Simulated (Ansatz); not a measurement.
# C3H12InP (SMILES C[In-](C)(C)[PH3+]): levels of theory compared

Wanted: a comparison of 6 runs (HF/3-21G, HF/def2-SVP, HF/def2-SVPD, B3LYP/def2-SVP, PBE0/def2-SVP, MP2/3-21G) of C3H12InP. 

Program for the calculation: Ansatz 0.2.0.

6 further runs of the same task are left out: 3 for a known fault of the program, 2 that didn't finish, 1 set aside as unsound or not needed. Runs told in other sessions of the task aren't counted.

### Step 1. The structure to begin with

C3H12InP has 17 atoms, charge 0, and is taken as a singlet. As SMILES, `C[In-](C)(C)[PH3+]`. Geometry: relaxed at PBE0-D4/def2-TZVP.

Bond lengths: C1–In2 2.175 Å, In2–C3 2.175 Å, In2–C4 2.175 Å, In2–P5 2.874 Å, C1–H6 1.093 Å, C1–H7 1.092 Å, C1–H8 1.092 Å, C3–H9 1.092 Å, C3–H10 1.092 Å, C3–H11 1.093 Å, C4–H12 1.092 Å, C4–H13 1.093 Å, C4–H14 1.092 Å, P5–H15 1.413 Å, P5–H16 1.413 Å, P5–H17 1.413 Å. Some angles: C1–In2–C3 119.2°, C1–In2–C4 119.2°, C1–In2–P5 95.0°, C3–In2–C4 119.3°, C3–In2–P5 95.0°, C4–In2–P5 95.0°, In2–C1–H6 109.6°, In2–C1–H7 111.4°, In2–C1–H8 111.4°, In2–C3–H9 111.4°.

### Step 2. Energy and forces at HF/3-21G (run 1)

Input file in.yaml:

```yaml
crystal:
  periodic: [false, false, false]
  atoms:
    - {symbol: C, position_ang: [-0.722980, 0.979220, -1.976810]}
    - {symbol: In, position_ang: [0.395960, -0.142790, -0.486840]}
    - {symbol: C, position_ang: [2.152280, 0.759910, 0.424970]}
    - {symbol: C, position_ang: [0.109250, -2.293920, -0.340760]}
    - {symbol: P, position_ang: [-1.371890, 0.494700, 1.687900]}
    - {symbol: H, position_ang: [-0.230000, 0.892870, -2.948530]}
    - {symbol: H, position_ang: [-0.772760, 2.039940, -1.722440]}
    - {symbol: H, position_ang: [-1.739490, 0.595320, -2.084480]}
    - {symbol: H, position_ang: [2.006550, 1.827900, 0.599290]}
    - {symbol: H, position_ang: [2.400410, 0.279410, 1.373570]}
    - {symbol: H, position_ang: [3.011630, 0.645590, -0.240710]}
    - {symbol: H, position_ang: [0.426030, -2.673000, 0.632990]}
    - {symbol: H, position_ang: [0.707730, -2.797100, -1.104540]}
    - {symbol: H, position_ang: [-0.935100, -2.568780, -0.502370]}
    - {symbol: H, position_ang: [-1.587780, 1.839440, 2.064710]}
    - {symbol: H, position_ang: [-2.733430, 0.119990, 1.636830]}
    - {symbol: H, position_ang: [-1.116410, 0.001310, 2.987220]}
basis:
  gaussian:
    orbitals: 3-21G-spherical.json
hamiltonian:
  xc: hf
accuracy: high
output:
  forces: true
  orbitals: {seedname: orbitals}
```

The basis set 3-21G is read from a file made from the Basis Set Exchange's data (not shown).

Run with:

```bash
$ ansatz run in.yaml --threads 1 --pin off --max-ram 3480MiB --events-out events.jsonl --progress --plain --runs-dir runs
```

Output, shortened:

```text
Warning: RAYON_NUM_THREADS=1 ignored (pool sized by the plan → 1); use --threads N
Functional definition: HF
  name "HF"
[...]
2242 factors; integrals over basis functions are off by at most 1.6e-8 eV
[...]
mean field -167993.19308108 eV, -6173.6359758536 hartree, gradient 1.7e-8 eV, S^2 0.000000; 0 other end points of the search recorded, 0 dependent functions left out
[...]
reference -167993.19308108 eV, -6173.6359758536 hartree; 47, 47 occupied and 48, 48 virtual orbitals, 2242 factors
Total energy: -167993.19308108 eV, -6173.6359758536 hartree
Atom 0 at    -0.722980     0.979220    -1.976810 Å, force    -0.200204     0.239585    -0.416816 eV/Å
Atom 1 at     0.395960    -0.142790    -0.486840 Å, force     0.064872    -0.023288    -0.080265 eV/Å
Atom 2 at     2.152280     0.759910     0.424970 Å, force     0.465187     0.186462     0.139377 eV/Å
Atom 3 at     0.109250    -2.293920    -0.340760 Å, force    -0.008305    -0.519226    -0.038786 eV/Å
Atom 4 at    -1.371890     0.494700     1.687900 Å, force    -0.543240     0.196635     0.668995 eV/Å
Atom 5 at    -0.230000     0.892870    -2.948530 Å, force    -0.166304     0.086732     0.097372 eV/Å
Atom 6 at    -0.772760     2.039940    -1.722440 Å, force    -0.044464    -0.157487    -0.113864 eV/Å
Atom 7 at    -1.739490     0.595320    -2.084480 Å, force     0.146255     0.127756    -0.042271 eV/Å
Atom 8 at     2.006550     1.827900     0.599290 Å, force     0.104889    -0.167828     0.011014 eV/Å
Atom 9 at     2.400410     0.279410     1.373570 Å, force     0.027286     0.137012    -0.141754 eV/Å
Atom 10 at     3.011630     0.645590    -0.240710 Å, force    -0.058066     0.078900     0.186852 eV/Å
Atom 11 at     0.426030    -2.673000     0.632990 Å, force    -0.078692    -0.022211    -0.181023 eV/Å
Atom 12 at     0.707730    -2.797100    -1.104540 Å, force    -0.134888    -0.035701     0.158937 eV/Å
Atom 13 at    -0.935100    -2.568780    -0.502370 Å, force     0.190379    -0.041665     0.042875 eV/Å
Atom 14 at    -1.587780     1.839440     2.064710 Å, force     0.102244     0.095635    -0.114274 eV/Å
Atom 15 at    -2.733430     0.119990     1.636830 Å, force    -0.018315    -0.084382    -0.158418 eV/Å
Atom 16 at    -1.116410     0.001310     2.987220 Å, force     0.151365    -0.096930    -0.017950 eV/Å
Dipole moment:    -0.428050     0.154334     0.526736 e Å
```

Wall time 7.8 s (1 thread of Arm Neoverse V2, shared host); peak memory 0.39 GiB.

### Step 3. Energy and gradient at HF/def2-SVP (core potential) (run 2)

Input file input.yaml:

```yaml
crystal:
  periodic: [false, false, false]
  atoms:
    - {symbol: C, position_ang: [-0.722980, 0.979220, -1.976810]}
    - {symbol: In, position_ang: [0.395960, -0.142790, -0.486840]}
    - {symbol: C, position_ang: [2.152280, 0.759910, 0.424970]}
    - {symbol: C, position_ang: [0.109250, -2.293920, -0.340760]}
    - {symbol: P, position_ang: [-1.371890, 0.494700, 1.687900]}
    - {symbol: H, position_ang: [-0.230000, 0.892870, -2.948530]}
    - {symbol: H, position_ang: [-0.772760, 2.039940, -1.722440]}
    - {symbol: H, position_ang: [-1.739490, 0.595320, -2.084480]}
    - {symbol: H, position_ang: [2.006550, 1.827900, 0.599290]}
    - {symbol: H, position_ang: [2.400410, 0.279410, 1.373570]}
    - {symbol: H, position_ang: [3.011630, 0.645590, -0.240710]}
    - {symbol: H, position_ang: [0.426030, -2.673000, 0.632990]}
    - {symbol: H, position_ang: [0.707730, -2.797100, -1.104540]}
    - {symbol: H, position_ang: [-0.935100, -2.568780, -0.502370]}
    - {symbol: H, position_ang: [-1.587780, 1.839440, 2.064710]}
    - {symbol: H, position_ang: [-2.733430, 0.119990, 1.636830]}
    - {symbol: H, position_ang: [-1.116410, 0.001310, 2.987220]}
basis:
  gaussian: {orbitals: def2-SVP}
hamiltonian: {xc: hf}
accuracy: high
output: {forces: true, orbitals: {seedname: orbitals}}
```

Run with:

```bash
$ ansatz run input.yaml --threads 1 --pin off --max-ram 3480MiB --events-out events.jsonl --progress --plain --runs-dir runs
```

Output, shortened:

```text
Warning: RAYON_NUM_THREADS=1 ignored (pool sized by the plan → 1); use --threads N
Functional definition: HF
  name "HF"
[...]
3613 factors; integrals over basis functions are off by at most 2.7e-8 eV
[...]
mean field -17695.68424769 eV, -650.3044015370 hartree, gradient 3.7e-8 eV, S^2 0.000000; 0 other end points of the search recorded, 0 dependent functions left out
[...]
reference -17695.68424769 eV, -650.3044015370 hartree; 33, 33 occupied and 113, 113 virtual orbitals, 3613 factors
Total energy: -17695.68424769 eV, -650.3044015370 hartree
Atom 0 at    -0.722980     0.979220    -1.976810 Å, force    -0.089597     0.113498    -0.208788 eV/Å
Atom 1 at     0.395960    -0.142790    -0.486840 Å, force     0.121590    -0.043760    -0.149960 eV/Å
Atom 2 at     2.152280     0.759910     0.424970 Å, force     0.230615     0.086631     0.059094 eV/Å
[...]
Atom 7 at    -1.739490     0.595320    -2.084480 Å, force    -0.037976     0.033994    -0.047200 eV/Å
Atom 8 at     2.006550     1.827900     0.599290 Å, force     0.054592     0.031977     0.028881 eV/Å
Atom 9 at     2.400410     0.279410     1.373570 Å, force     0.055784     0.027020     0.030944 eV/Å
Atom 10 at     3.011630     0.645590    -0.240710 Å, force     0.062029     0.035374     0.038773 eV/Å
Atom 11 at     0.426030    -2.673000     0.632990 Å, force    -0.007855    -0.069156     0.007494 eV/Å
Atom 12 at     0.707730    -2.797100    -1.104540 Å, force    -0.014697    -0.078809     0.010832 eV/Å
Atom 13 at    -0.935100    -2.568780    -0.502370 Å, force    -0.011013    -0.067755     0.004235 eV/Å
Atom 14 at    -1.587780     1.839440     2.064710 Å, force     0.107025    -0.096225    -0.136849 eV/Å
Atom 15 at    -2.733430     0.119990     1.636830 Å, force     0.158326    -0.018208    -0.116809 eV/Å
Atom 16 at    -1.116410     0.001310     2.987220 Å, force     0.085419    -0.012913    -0.178955 eV/Å
Dipole moment:    -0.416401     0.150135     0.512412 e Å
```

Wall time 20 s (1 thread of Arm Neoverse V2, shared host); peak memory 0.69 GiB.

Runs 3 to 5 aren't shown in full; the table further down has their settings and results.

### Step 4. Energy and gradient at MP2/3-21G (run 6)

Input file job.yaml:

```yaml
crystal:
  periodic: [false, false, false]
  atoms:
    - symbol: C
      position_ang: [-0.722980, 0.979220, -1.976810]
    - symbol: In
      position_ang: [0.395960, -0.142790, -0.486840]
    - symbol: C
      position_ang: [2.152280, 0.759910, 0.424970]
    - symbol: C
      position_ang: [0.109250, -2.293920, -0.340760]
    - symbol: P
      position_ang: [-1.371890, 0.494700, 1.687900]
    - symbol: H
      position_ang: [-0.230000, 0.892870, -2.948530]
    - symbol: H
      position_ang: [-0.772760, 2.039940, -1.722440]
    - symbol: H
      position_ang: [-1.739490, 0.595320, -2.084480]
    - symbol: H
      position_ang: [2.006550, 1.827900, 0.599290]
    - symbol: H
      position_ang: [2.400410, 0.279410, 1.373570]
    - symbol: H
      position_ang: [3.011630, 0.645590, -0.240710]
    - symbol: H
      position_ang: [0.426030, -2.673000, 0.632990]
    - symbol: H
      position_ang: [0.707730, -2.797100, -1.104540]
    - symbol: H
      position_ang: [-0.935100, -2.568780, -0.502370]
    - symbol: H
      position_ang: [-1.587780, 1.839440, 2.064710]
    - symbol: H
      position_ang: [-2.733430, 0.119990, 1.636830]
    - symbol: H
      position_ang: [-1.116410, 0.001310, 2.987220]
basis:
  gaussian:
    orbitals: 3-21G-spherical.json
total_charge: 0
correlation:
  method: mp2
  frozen_orbitals: {C: 1, H: 0, In: 18, P: 5}
output: {forces: true, orbitals: {seedname: orbitals}}
accuracy: high
```

The basis set 3-21G is read from a file made from the Basis Set Exchange's data (not shown).

Run with:

```bash
$ ansatz run job.yaml --threads 1 --pin off --max-ram 3480MiB --events-out events.jsonl --progress --plain --runs-dir runs
```

Output, shortened:

```text
Warning: RAYON_NUM_THREADS=1 ignored (pool sized by the plan → 1); use --threads N
Functional definition: HF
  name "HF"
[...]
2242 factors; integrals over basis functions are off by at most 1.6e-8 eV
[...]
mean field -167993.19308108 eV, -6173.6359758536 hartree, gradient 1.7e-8 eV, S^2 0.000000; 0 other end points of the search recorded, 0 dependent functions left out
26 core orbitals not correlated: weight in the atoms' cores, before any rotation towards them, 1.000 or more for the frozen orbitals, at most 0.000 for the correlated occupied ones
reference -167993.19308108 eV, -6173.6359758536 hartree; 21, 21 occupied and 48, 48 virtual orbitals, 2242 factors
second order -10.48454541 eV of doubles, -0.00000000 eV of singles
[...]
Total energy: -168003.67762649 eV, -6174.0212757909 hartree
Atom 0 at    -0.722980     0.979220    -1.976810 Å, force    -0.105750     0.138627    -0.266493 eV/Å
[...]
Atom 7 at    -1.739490     0.595320    -2.084480 Å, force    -0.182495    -0.005349    -0.067558 eV/Å
Atom 8 at     2.006550     1.827900     0.599290 Å, force     0.045234     0.178713     0.063798 eV/Å
Atom 9 at     2.400410     0.279410     1.373570 Å, force     0.097381    -0.026568     0.166078 eV/Å
Atom 10 at     3.011630     0.645590    -0.240710 Å, force     0.204321     0.034973    -0.034411 eV/Å
Atom 11 at     0.426030    -2.673000     0.632990 Å, force     0.026640    -0.133502     0.139850 eV/Å
Atom 12 at     0.707730    -2.797100    -1.104540 Å, force     0.059798    -0.180430    -0.087810 eV/Å
Atom 13 at    -0.935100    -2.568780    -0.502370 Å, force    -0.152667    -0.118645    -0.010294 eV/Å
Atom 14 at    -1.587780     1.839440     2.064710 Å, force     0.037878     0.384271    -0.011761 eV/Å
Atom 15 at    -2.733430     0.119990     1.636830 Å, force    -0.322732    -0.155969    -0.145631 eV/Å
Atom 16 at    -1.116410     0.001310     2.987220 Å, force     0.185766    -0.193367     0.277825 eV/Å
Dipole moment:    -0.437228     0.157643     0.537979 e Å
```

Run time: 18 s. Hardware: 1 thread of Arm Neoverse V2, shared host; peak memory 0.41 GiB.

### Step 5. All runs side by side

```tsv
run	level	core potential	frozen core orbitals	energy (Eh)	dipole moment (D)	HOMO energy (eV)	LUMO energy (eV)	wall time
1	HF/3-21G	none	–	-6173.635976	3.34	-9.16	3.53	7.8 s
2	HF/def2-SVP (core potential)	def2-SVP	–	-650.304402	3.25	-9.29	3.17	20 s
3	HF/def2-SVPD (core potential)	def2-SVPD	–	-650.312995	3.20	-9.33	1.44	53 s
4	B3LYP/def2-SVP (core potential)	def2-SVP	–	-652.886406	3.15	-6.28	0.18	36 s
5	PBE0/def2-SVP (core potential)	def2-SVP	–	-652.509583	3.23	-6.54	0.38	35 s
6	MP2/3-21G	none	26	-6174.021276	3.41	-9.16	3.53	18 s
```

### Step 6. Outcome

| quantity | value |
| --- | --- |
| run 6: total energy | -6174.02128 Eh |
| run 6: dipole moment (correlated density) | 3.41 D |
| run 6: HOMO energy (Hartree–Fock orbitals) | -9.16 eV |
| run 6: LUMO energy (Hartree–Fock orbitals) | 3.53 eV |
| run 6: HOMO–LUMO gap (Hartree–Fock orbitals) | 12.69 eV |
| run 6: correlation energy (26 core orbitals frozen) | -385.3 mEh |
| run 6: largest force on an atom | 0.387 eV/Å |

In words: The dipole moment (its size) runs from 3.15 D (B3LYP/def2-SVP) to 3.41 D (MP2/3-21G). The two ends differ in method and basis and core potential. Over runs 1, 2, 3, 4, 5 the HOMO–LUMO gap runs from 6.46 eV (B3LYP/def2-SVP) to 12.69 eV (HF/3-21G). Totals of different functionals can't be ranked against each other. Some runs of one species differ in core potentials or relativity; totals across that change don't compare. In runs 1, 6 relativity is left out where basis or elements ask for it. All runs together took 2.8 min, the longest 53 s.
